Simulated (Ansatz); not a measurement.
CsLiCr2Te2S3:

```
Cs Li Cr Te S
1.0
     3.31929    1.91639    6.87982
    -3.31929    1.91639    6.87982
     0.00000   -3.83279    6.87982
Cs Li Cr Te S
1 1 2 2 3
Direct
  0.00000 0.00000 0.00000
  0.50000 0.50000 0.50000
  0.79848 0.79848 0.79848
  0.20152 0.20152 0.20152
  0.67990 0.67990 0.67990
  0.32010 0.32010 0.32010
  0.13626 0.86374 0.50000
  0.50000 0.13626 0.86374
  0.86374 0.50000 0.13626
```

The cell was built by a generator and needn't be a form met in nature.

Base run:

- Program: Ansatz 0.2.0
- Functional: LDA
- Potentials or basis: all-electron LAPW, scalar-relativistic
- Cutoff: 305 eV (chosen from the basis error)
- Basis error allowed: 0.002 eV/atom
- k mesh: 4 × 4 × 4
- Occupations: fermi-dirac, width 0.05 eV
- Spin: collinear spin, ferromagnetic start
- Starting moments: [0.0, 0.0, 3.0, 3.0, 0.0, 0.0, 0.0, 0.0, 0.0] μB

Its results: band gap on the k mesh none (metal or under the smearing width); pressure -3.9 GPa; net moment 4.00 μB per cell; site moments Cs -0.00; Li +0.01; Cr +2.11; Te -0.15; S -0.04 μB; largest force 0.488 eV/Å.

Task: The run is repeated on the same cell with these changes: functional from LDA to PBE; hubbard terms from none to Cr d U = 6 eV. What comes out?

Result: Band gap on the k mesh none (metal or under the smearing width); pressure 5.0 GPa; net moment 4.47 μB per cell; site moments Cs -0.02; Li -0.02; Cr +3.46; Te -0.48; S -0.33 μB; largest force 1.966 eV/Å.

Several settings changed at once, so the effect can't be laid on one alone.

Caveats: the k mesh is thin for a metal, which can move the energy by tens of meV per atom; only a ferromagnetic start was run, and an antiferromagnetic order may lie lower in energy; spin-orbit coupling is left out, which moves the levels of the heavy elements (some runs); the magnetic state may not be the lowest (some runs); U is the effective U less J, on atomic orbitals that reach past the spheres (some runs); forces of over 1 eV/Å show positions far from the minimum, so gaps and moduli don't describe the material at rest (some runs).
